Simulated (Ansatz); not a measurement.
# Si₅GeH₁₄: basis-set convergence

Aim: see how fast density functionals converge with the basis set for Si₅GeH₁₄.

The runs use Ansatz 0.2.0, Gaussian basis; one geometry, several basis sets.

Levels to be run: PBE0-D4/def2-SVP; ωB97M-V/def2-SVP; PBE0-D4/def2-QZVPP; ωB97M-V/def2-QZVPP; the functionals' def2-TZVPP values are taken from earlier runs.

## 1. Structure used throughout

An earlier PBE0-D4 in a triple-zeta def2 set relaxation fixed the geometry.

SMILES `[SiH3][SiH2][SiH2][SiH2][GeH2][SiH3]`, 20 atoms, charge 0, spin multiplicity 1.

Atoms are counted from 1 here; the program's logs count them from 0.

Bond lengths: Si1–Si2 2.339 Å, Si1–H7 1.488 Å, Si1–H8 1.487 Å, Si1–H9 1.488 Å, Si2–Si3 2.337 Å, Si2–H10 1.490 Å, Si2–H11 1.490 Å, Si3–Si4 2.337 Å, Si3–H12 1.490 Å, Si3–H13 1.490 Å, Si4–Ge5 2.385 Å, Si4–H14 1.490 Å, Si4–H15 1.489 Å, Ge5–Si6 2.381 Å, Ge5–H16 1.542 Å, Ge5–H17 1.542 Å, Si6–H18 1.486 Å, Si6–H19 1.486 Å and more. Angles: Si2–Si1–H7 109.4°, Si2–Si1–H8 111.7°, Si2–Si1–H9 109.8°, H7–Si1–H8 108.9°, H7–Si1–H9 108.2°, H8–Si1–H9 108.7°, Si1–Si2–Si3 109.1°, Si1–Si2–H10 109.9°, Si1–Si2–H11 109.9°, Si3–Si2–H10 108.5°, Si3–Si2–H11 111.2°, H10–Si2–H11 108.2°, Si2–Si3–Si4 108.9°, Si2–Si3–H12 109.8°, Si2–Si3–H13 110.4°, Si4–Si3–H12 110.4°, Si4–Si3–H13 109.1°, H12–Si3–H13 108.4° and more.

Coordinates:

```mol
GeH14Si5
  3D, bonds by distance, orders not assigned

 20 19  0  0  0  0  0  0  0  0999 V2000
   -1.5504   -0.8010    2.0092 Si  0  0
   -1.3363   -1.7380   -0.1230 Si  0  0
    0.9211   -2.1751   -0.5417 Si  0  0
    2.1430   -0.2083   -0.2220 Si  0  0
    1.1447    1.5909   -1.4281 Ge  0  0
   -0.6328    2.6506   -0.2512 Si  0  0
   -1.2245   -1.8288    3.0347 H   0  0
   -2.9277   -0.2959    2.2534 H   0  0
   -0.5938    0.3284    2.1630 H   0  0
   -1.8300   -0.7784   -1.1500 H   0  0
   -2.1530   -2.9807   -0.2164 H   0  0
    1.4069   -3.2428    0.3776 H   0  0
    1.1078   -2.6417   -1.9444 H   0  0
    3.5489   -0.3923   -0.6798 H   0  0
    2.1704    0.1347    1.2269 H   0  0
    2.2178    2.6562   -1.7303 H   0  0
    0.6263    1.0690   -2.7828 H   0  0
   -0.1598    3.0812    1.0906 H   0  0
   -1.7836    1.7256   -0.0798 H   0  0
   -1.0952    3.8461   -1.0059 H   0  0
  1  2  8  0
  2  3  8  0
  3  4  8  0
  4  5  8  0
  5  6  8  0
  1  7  8  0
  1  8  8  0
  1  9  8  0
  2 10  8  0
  2 11  8  0
  3 12  8  0
  3 13  8  0
  4 14  8  0
  4 15  8  0
  5 16  8  0
  5 17  8  0
  6 18  8  0
  6 19  8  0
  6 20  8  0
M  END
```

## 2. PBE0-D4 in def2-SVP

Input file in.yaml:

```yaml
crystal:
  periodic: [false, false, false]
  atoms:
    - {symbol: Si, position_ang: [-1.550355, -0.800980, 2.009194]}
    - {symbol: Si, position_ang: [-1.336308, -1.738034, -0.122982]}
    - {symbol: Si, position_ang: [0.921137, -2.175051, -0.541663]}
    - {symbol: Si, position_ang: [2.143047, -0.208289, -0.222046]}
    - {symbol: Ge, position_ang: [1.144658, 1.590900, -1.428146]}
    - {symbol: Si, position_ang: [-0.632802, 2.650622, -0.251162]}
    - {symbol: H, position_ang: [-1.224467, -1.828824, 3.034749]}
    - {symbol: H, position_ang: [-2.927715, -0.295902, 2.253396]}
    - {symbol: H, position_ang: [-0.593775, 0.328409, 2.162977]}
    - {symbol: H, position_ang: [-1.829970, -0.778358, -1.149963]}
    - {symbol: H, position_ang: [-2.153016, -2.980668, -0.216400]}
    - {symbol: H, position_ang: [1.406856, -3.242760, 0.377595]}
    - {symbol: H, position_ang: [1.107844, -2.641694, -1.944416]}
    - {symbol: H, position_ang: [3.548917, -0.392286, -0.679831]}
    - {symbol: H, position_ang: [2.170425, 0.134720, 1.226911]}
    - {symbol: H, position_ang: [2.217801, 2.656226, -1.730290]}
    - {symbol: H, position_ang: [0.626285, 1.069025, -2.782833]}
    - {symbol: H, position_ang: [-0.159836, 3.081234, 1.090638]}
    - {symbol: H, position_ang: [-1.783555, 1.725641, -0.079843]}
    - {symbol: H, position_ang: [-1.095169, 3.846089, -1.005886]}
basis:
  gaussian: {orbitals: def2-SVP}
hamiltonian: {xc: pbe0, dispersion: d4}
output: {orbitals: {seedname: orbitals}}
```

After this run come: ωB97M-V in def2-SVP; PBE0-D4 in def2-QZVPP; ωB97M-V in def2-QZVPP.

**Question.** What will the summary of the whole plan be? Wanted: PBE0-D4: double and triple zeta above quadruple; ωB97M-V: double and triple zeta above quadruple.

The runs gave:

| quantity | value |
| --- | --- |
| PBE0-D4: double and triple zeta above quadruple | 23.43, 2.53 eV |
| ωB97M-V: double and triple zeta above quadruple | 23.50, 2.43 eV |

PBE0-D4 gains 20.90 eV from double to triple zeta, then 2.53 eV more. These are total energies; as a rule much of such shifts cancels in differences, which this series doesn't test.
